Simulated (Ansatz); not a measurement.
# Molecular dynamics of Sr$_{8}$Cu$_{3}$Br$_{8}$O$_{8}$, charge -1

Input file:

```yaml
accuracy: low
crystal:
  lattice:
    - [0.0, 0.0, -19.12149]
    - [-4.033944, 4.033944, 0.0]
    - [4.033944, 4.033944, -19.12149]
  atoms:
    - { symbol: Sr, position: [0.910087, 0.5, 0.0] }
    - { symbol: Sr, position: [0.089913, 0.5, 0.0] }
    - { symbol: Cu, position: [0.5, 0.5, 0.0] }
    - { symbol: Br, position: [0.667892, 0.5, 0.0] }
    - { symbol: Br, position: [0.332108, 0.5, 0.0] }
    - { symbol: O, position: [0.25, 0.25, 0.25] }
    - { symbol: O, position: [0.25, 0.75, 0.25] }
    - { symbol: Sr, position: [0.910087, 0.5, 0.5] }
    - { symbol: Sr, position: [0.089913, 0.5, 0.5] }
    - { symbol: Cu, position: [0.5, 0.5, 0.5] }
    - { symbol: Br, position: [0.667892, 0.5, 0.5] }
    - { symbol: Br, position: [0.332108, 0.5, 0.5] }
    - { symbol: O, position: [0.25, 0.25, 0.75] }
    - { symbol: O, position: [0.25, 0.75, 0.75] }
    - { symbol: Sr, position: [0.410087, 0.0, 0.0] }
    - { symbol: Sr, position: [0.589913, 0.0, 0.0] }
    - { symbol: Br, position: [0.167892, 0.0, 0.0] }
    - { symbol: Br, position: [0.832108, 0.0, 0.0] }
    - { symbol: O, position: [0.75, 0.75, 0.25] }
    - { symbol: O, position: [0.75, 0.25, 0.25] }
    - { symbol: Sr, position: [0.410087, 0.0, 0.5] }
    - { symbol: Sr, position: [0.589913, 0.0, 0.5] }
    - { symbol: Cu, position: [0.0, 0.0, 0.5] }
    - { symbol: Br, position: [0.167892, 0.0, 0.5] }
    - { symbol: Br, position: [0.832108, 0.0, 0.5] }
    - { symbol: O, position: [0.75, 0.75, 0.75] }
    - { symbol: O, position: [0.75, 0.25, 0.75] }
total_charge: -1
basis:
  ecutwfc: 420.0
kpoints:
  mp_grid: { grid: [2, 2, 2] }
hamiltonian:
  xc: pbesol
scf:
  occupations: { method: fermi_dirac, width: 0.05 }
  lower_state_search: "off"
md:
  timestep: 1
  n_steps: 160
  ensemble: nvt_nose_hoover
  temperature: 900.0
  initial_velocities: maxwell_boltzmann
  seed: 791627
  nose_hoover: { tau: 200.0, chain_length: 5 }
```

Command:

```bash
$ ansatz run input.yaml --threads 4 --pin off --max-ram 10240MiB --backend cpu --events-out ev --progress --plain --runs-dir out
```

It starts from an unrelaxed structure (largest force component 2.30 eV/Å).

Output, in part (step lines):

```
md step     0: t =     0.00 fs  T =   900.0 K  F+E_penalty+E_count = -74108.76974786 eV  E_kin = 3.024684 eV  conserved = -74105.74506389 eV  (18 SCF iters)
md step     1: t =     1.00 fs  T =   900.1 K  F+E_penalty+E_count = -74108.77014496 eV  E_kin = 3.025072 eV  conserved = -74105.74507258 eV  (16 SCF iters)
md step     2: t =     2.00 fs  T =   902.4 K  F+E_penalty+E_count = -74108.77780657 eV  E_kin = 3.032711 eV  conserved = -74105.74509574 eV  (16 SCF iters)
md step     3: t =     3.00 fs  T =   906.7 K  F+E_penalty+E_count = -74108.79238003 eV  E_kin = 3.047246 eV  conserved = -74105.74513331 eV  (15 SCF iters)
md step     4: t =     4.00 fs  T =   912.9 K  F+E_penalty+E_count = -74108.81329272 eV  E_kin = 3.068105 eV  conserved = -74105.74518527 eV  (15 SCF iters)
md step     5: t =     5.00 fs  T =   920.8 K  F+E_penalty+E_count = -74108.83975221 eV  E_kin = 3.094494 eV  conserved = -74105.74525178 eV  (6 SCF iters)
md step     6: t =     6.00 fs  T =   930.0 K  F+E_penalty+E_count = -74108.87074659 eV  E_kin = 3.125400 eV  conserved = -74105.74533242 eV  (4 SCF iters)
md step     7: t =     7.00 fs  T =   940.1 K  F+E_penalty+E_count = -74108.90504578 eV  E_kin = 3.159591 eV  conserved = -74105.74542757 eV  (5 SCF iters)
[... lines left out ...]
md step   160: t =   160.00 fs  T =   809.6 K  F+E_penalty+E_count = -74108.13620518 eV  E_kin = 2.720708 eV  conserved = -74105.74567353 eV  (14 SCF iters)
```

The steps, from the saved trajectory:

| time (fs) | T (K) | potential energy less start (eV) | conserved less start (meV/atom) |
| --- | --- | --- | --- |
| 0 | 900 | 0.000 | 0.00 |
| 5 | 921 | -0.070 | -0.01 |
| 10 | 972 | -0.243 | -0.03 |
| 15 | 994 | -0.318 | -0.06 |
| 20 | 918 | -0.063 | -0.06 |
| 25 | 752 | 0.493 | -0.02 |
| 30 | 640 | 0.871 | 0.03 |
| 35 | 701 | 0.666 | -0.02 |
| 40 | 814 | 0.287 | -0.07 |
| 45 | 801 | 0.332 | -0.06 |
| 50 | 664 | 0.795 | -0.03 |
| 55 | 501 | 1.346 | 0.00 |
| 60 | 400 | 1.688 | 0.02 |
| 65 | 404 | 1.680 | 0.01 |
| 70 | 498 | 1.367 | -0.01 |
| 75 | 609 | 1.000 | -0.05 |
| 80 | 633 | 0.929 | -0.07 |
| 85 | 551 | 1.214 | -0.02 |
| 90 | 488 | 1.435 | -0.01 |
| 95 | 508 | 1.375 | -0.01 |
| 100 | 597 | 1.088 | -0.05 |
| 105 | 643 | 0.947 | -0.06 |
| 110 | 587 | 1.151 | -0.02 |
| 115 | 519 | 1.397 | 0.01 |
| 120 | 523 | 1.397 | 0.01 |
| 125 | 614 | 1.107 | 0.00 |
| 130 | 744 | 0.691 | -0.03 |
| 135 | 837 | 0.403 | -0.05 |
| 140 | 847 | 0.399 | -0.04 |
| 145 | 801 | 0.581 | -0.02 |
| 150 | 753 | 0.769 | -0.02 |
| 155 | 745 | 0.824 | 0.00 |
| 160 | 810 | 0.634 | -0.02 |

The run went to its last step. The conserved energy stayed within 0.077 meV per atom of its start (net change -0.023 meV per atom), so the integration is sound. The mean temperature of the second half is 27 % below the set value. A run of 0.16 ps of so small a system gives no equilibrium averages. Limits of this set-up: coarse k mesh, no spin, though dangling bonds at a vacancy may carry it, a small cell, in which the defect meets its images, a typed lattice constant that wasn't relaxed here, low accuracy level, charged cell in a uniform background, uncorrected.

Mean squared displacements from the first frame to the last, about the centre of mass: Sr 0.12 Å², Cu 0.10 Å², Br 0.14 Å², O 0.18 Å².

Last frame:

```xyz
27
Lattice="0.0000 0.0000 -19.1215 -4.0339 4.0339 0.0000 4.0339 4.0339 -19.1215" Properties=species:S:1:pos:R:3
Sr -2.331 1.834 -17.426
Sr -2.330 1.986 -1.553
Cu -1.796 2.167 -9.502
Br -1.812 2.053 -12.565
Br -1.988 1.911 -6.613
O 0.364 2.316 -9.451
O -1.767 4.185 -9.809
Sr 0.141 4.001 -26.867
Sr 0.292 4.300 -11.138
Cu -0.281 3.982 -18.971
Br -0.270 3.855 -22.455
Br -0.458 3.842 -15.972
O 1.487 3.870 -18.992
O -0.149 5.844 -19.170
Sr 0.119 0.120 -7.998
Sr 0.342 0.195 -11.481
Br 0.016 0.086 -2.689
Br -0.186 -0.257 -16.142
O -2.071 3.972 -19.471
O -0.296 2.332 -18.821
Sr 1.711 1.661 -17.510
Sr 2.006 2.171 -20.761
Cu 2.302 2.192 -9.635
Br 2.297 2.126 -12.729
Br 2.263 2.006 -25.610
O 0.217 6.228 -28.666
O 2.284 4.287 -28.880
```

Run time: 15 min on 4 threads of Intel(R) Xeon(R) Platinum 8488C (Sapphire Rapids), with other jobs on the host, peak memory 2.6 GiB.
